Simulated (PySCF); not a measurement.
# Cl2H4OSi2: electronic structure in real space

Aim: take Cl2H4OSi2 and analyse its density (charges, bond critical points, surface potential), localise its valence orbitals and pull one bond apart with RHF, UHF and CASSCF.

Program: PySCF 2.14.0. Level of theory: levels as typed in each script, gas phase, geometry from GFN2-xTB. These are calculated values, not measurements.

### 1 The starting structure

SMILES `[SiH3]O[SiH](Cl)Cl`, 9 atoms, charge 0, spin multiplicity 1.

Bond lengths: Si1–O2 1.635 Å, Si1–H6 1.460 Å, Si1–H7 1.460 Å, Si1–H8 1.458 Å, O2–Si3 1.605 Å, Si3–Cl4 2.002 Å, Si3–Cl5 2.002 Å, Si3–H9 1.447 Å. Angles: O2–Si1–H6 107.2°, O2–Si1–H7 106.3°, O2–Si1–H8 102.8°, H6–Si1–H7 112.3°, H6–Si1–H8 113.6°, H7–Si1–H8 113.8°, Si1–O2–Si3 160.4°, O2–Si3–Cl4 108.8°, O2–Si3–Cl5 109.2°, O2–Si3–H9 105.2°, Cl4–Si3–Cl5 110.2°, Cl4–Si3–H9 111.7°, Cl5–Si3–H9 111.6°.

Geometry (Å):

| atom | x (Å) | y (Å) | z (Å) |
| --- | --- | --- | --- |
| Si1 | -2.5291 | 0.0227 | 0.2225 |
| O2 | -1.0414 | 0.0466 | -0.4550 |
| Si3 | 0.5566 | -0.0001 | -0.5950 |
| Cl4 | 1.3298 | 1.6191 | 0.2921 |
| Cl5 | 1.2462 | -1.6625 | 0.2817 |
| H6 | -2.5166 | 0.9820 | 1.3233 |
| H7 | -2.7483 | -1.3452 | 0.6831 |
| H8 | -3.3930 | 0.4154 | -0.8843 |
| H9 | 0.8120 | -0.0035 | -2.0196 |

### 2 Density, bond paths and surface potential (HF/def2-svp)

Input file input.py:

```python
import numpy as np
from pyscf import gto, scf, dft
from pyscf.scf import atom_ks, atom_hf
from scipy.linalg import block_diag

def solve(mol, dm0=None, hcore=None):
    mf = scf.UHF(mol) if mol.spin else scf.RHF(mol)
    mf = mf.density_fit(auxbasis='def2-universal-jkfit')
    mf.conv_tol, mf.max_cycle = 1e-8, 80
    if hcore is not None:
        mf.get_hcore = lambda *args: hcore
    mf.kernel(dm0)
    if not mf.converged:
        mf = mf.newton().run(mf.mo_coeff, mf.mo_occ, max_cycle=30)
    assert mf.converged, 'SCF not converged'
    return mf

mol = gto.M(atom='''
Si    -2.52909     0.02271     0.22247
O     -1.04140     0.04661    -0.45500
Si     0.55659    -0.00005    -0.59502
Cl     1.32979     1.61908     0.29207
Cl     1.24622    -1.66255     0.28166
H     -2.51661     0.98198     1.32326
H     -2.74830    -1.34521     0.68305
H     -3.39301     0.41544    -0.88431
H      0.81197    -0.00346    -2.01964
''', basis='def2-svp', charge=0, spin=0, verbose=4)
mf = solve(mol)
mf.analyze()
# spherically averaged free atoms, for the promolecule
atm = scf.atom_hf.get_atm_nrhf(mol)
pro = block_diag(*[(atm[a[0]][2] * atm[a[0]][3]) @ atm[a[0]][2].T for a in mol._atom])
np.savez('result.npz', e=mf.e_tot, c=mf.mo_coeff, occ=mf.mo_occ, eps=mf.mo_energy, pro=pro, dip=mf.dip_moment(verbose=0), s2=mf.spin_square()[0])
```

On the command line:

```sh
$ OMP_NUM_THREADS=1 python input.py
```

### 4 Localised orbitals (PBE0/def2-svp)

Input file input.py:

```python
import numpy as np
from pyscf import gto, scf, dft, lo
from pyscf.data.elements import chemcore

def solve(mol, dm0=None, hcore=None):
    mf = (dft.UKS if mol.spin else dft.RKS)(mol, xc='pbe0')
    mf.grids.level = 3
    mf = mf.density_fit(auxbasis='def2-universal-jkfit')
    mf.conv_tol, mf.max_cycle = 1e-8, 80
    if hcore is not None:
        mf.get_hcore = lambda *args: hcore
    mf.kernel(dm0)
    if not mf.converged:
        mf = mf.newton().run(mf.mo_coeff, mf.mo_occ, max_cycle=30)
    assert mf.converged, 'SCF not converged'
    return mf

mol = gto.M(atom='''
Si    -2.52909     0.02271     0.22247
O     -1.04140     0.04661    -0.45500
Si     0.55659    -0.00005    -0.59502
Cl     1.32979     1.61908     0.29207
Cl     1.24622    -1.66255     0.28166
H     -2.51661     0.98198     1.32326
H     -2.74830    -1.34521     0.68305
H     -3.39301     0.41544    -0.88431
H      0.81197    -0.00346    -2.01964
''', basis='def2-svp', charge=0, spin=0, verbose=4)
mf = solve(mol)
occ_all = mf.mo_coeff[:, mf.mo_occ > 0]
occ = occ_all[:, chemcore(mol):]
bo = lo.Boys(mol, occ)
loc = bo.kernel()
for _ in range(5):
    new, stable = bo.stability(return_status=True)
    if stable:
        break
    loc = bo.kernel(new)
fock, s = mf.get_fock(), mf.get_ovlp()
ortho = lo.orth_ao(mol, 'meta_lowdin')
labels = mol.ao_labels(fmt=None)
vir = loc[:, :0]
both = np.hstack([loc, vir])
p = (ortho.T @ s @ both) ** 2
pop = np.array([p[[l[0] == a for l in labels]].sum(0) for a in range(mol.natm)])
spd = np.array([[p[[l[0] == a and l[2][-1] == k for l in labels]].sum(0) for k in 'spd'] for a in range(mol.natm)])
eps = np.einsum('pi,pq,qi->i', both, fock, both)
for i in np.argsort(eps):
    top = np.argsort(-pop[:, i])[:3]
    print('%3d %s %9.4f Eh ' % (i + 1, 'occ' if i < loc.shape[1] else 'vir', eps[i]), '  '.join('%s%d %.3f' % (mol.atom_symbol(a), a + 1, pop[a, i]) for a in top))
np.savez('result.npz', c=both, nocc=loc.shape[1], pop=pop, spd=spd, eps=eps, e=mf.e_tot)
```

### 6 Stretching a bond (6-31g*)

Input file input.py:

```python
import numpy as np
from pyscf import gto, scf, mcscf

mol = gto.M(atom='''
Si    -2.52909     0.02271     0.22247
O     -1.04140     0.04661    -0.45500
Si     0.55659    -0.00005    -0.59502
Cl     1.32979     1.61908     0.29207
Cl     1.24622    -1.66255     0.28166
H     -2.51661     0.98198     1.32326
H     -2.74830    -1.34521     0.68305
H     -3.39301     0.41544    -0.88431
H      0.81197    -0.00346    -2.01964
''', basis='6-31g*', charge=0, spin=0, verbose=4)
# stretch the bond between atoms 1 and 2, from long to short, fragments rigid
a, b, move = 0, 1, [1, 2, 3, 4, 8]
xyz = mol.atom_coords(unit='Angstrom')
u = xyz[b] - xyz[a]
r0 = np.linalg.norm(u)
rows, last, dm_u = [], None, None
for r in [4.96, 3.89, 3.19, 2.74, 2.39, 2.12, 1.95, 1.77, 1.63]:
    new = xyz.copy()
    new[move] += u / r0 * (r - r0)
    m = mol.set_geom_(new, unit='Angstrom', inplace=False)
    rhf = scf.RHF(m).density_fit(auxbasis='def2-universal-jkfit').run()
    uhf = scf.UHF(m).density_fit(auxbasis='def2-universal-jkfit').newton()
    if dm_u is None:
        c = rhf.mo_coeff
        h = m.nelectron // 2 - 1
        ca, cb = c.copy(), c.copy()
        ca[:, h], cb[:, h] = (c[:, h] + c[:, h + 1]) / 2**.5, (c[:, h] - c[:, h + 1]) / 2**.5
        dm_u = np.array([x[:, :h + 1] @ x[:, :h + 1].T for x in (ca, cb)])
    uhf.kernel(dm0=dm_u)
    for _ in range(3):
        c, _, stable, _ = uhf.stability(return_status=True)
        if stable:
            break
        uhf.kernel(c, uhf.mo_occ)
    dm_u = uhf.make_rdm1()
    mc = mcscf.CASSCF(rhf, 2, 2)
    mc.natorb = True
    mc.fix_spin_(ss=0)
    guess = mcscf.addons.make_natural_orbitals(uhf)[1] if last is None else mcscf.project_init_guess(mc, last.mo_coeff, last.mol)
    mc.kernel(guess)
    last = mc
    act = slice(mc.ncore, mc.ncore + mc.ncas)
    print('r %.3f  RHF %.6f  UHF %.6f  <S^2> %.3f  CASSCF %.6f  occupations' % (r, rhf.e_tot, uhf.e_tot, uhf.spin_square()[0], mc.e_tot), mc.mo_occ[act].round(4))
    rows.append((new, rhf.e_tot, uhf.e_tot, uhf.spin_square()[0], mc.e_tot, mc.mo_occ[act], mc.mo_coeff[:, act], dm_u[0] - dm_u[1], rhf.converged and uhf.converged and mc.converged))
    np.savez('result.npz', **{k: [row[i] for row in rows] for i, k in enumerate('xyz rhf uhf s2 cas occ c spin ok'.split())})
```

(Steps that only read results are left out.)

**Question.** What will these runs give? Wanted: dipole moment; HOMO, LUMO.

As calculated:

```
                                                quantity            value
                             dipole moment (HF/def2-svp)           1.39 D
                                HOMO, LUMO (HF/def2-svp)  -12.49, 3.81 eV
localised occupied orbitals above −45 eV (PBE0/def2-svp)               16
```

What this shows: At HF/def2-svp: The highest Hirshfeld charge is on Si3 (+0.48 e), the lowest on O2 (−0.38 e). The geometry was not optimised at these levels.
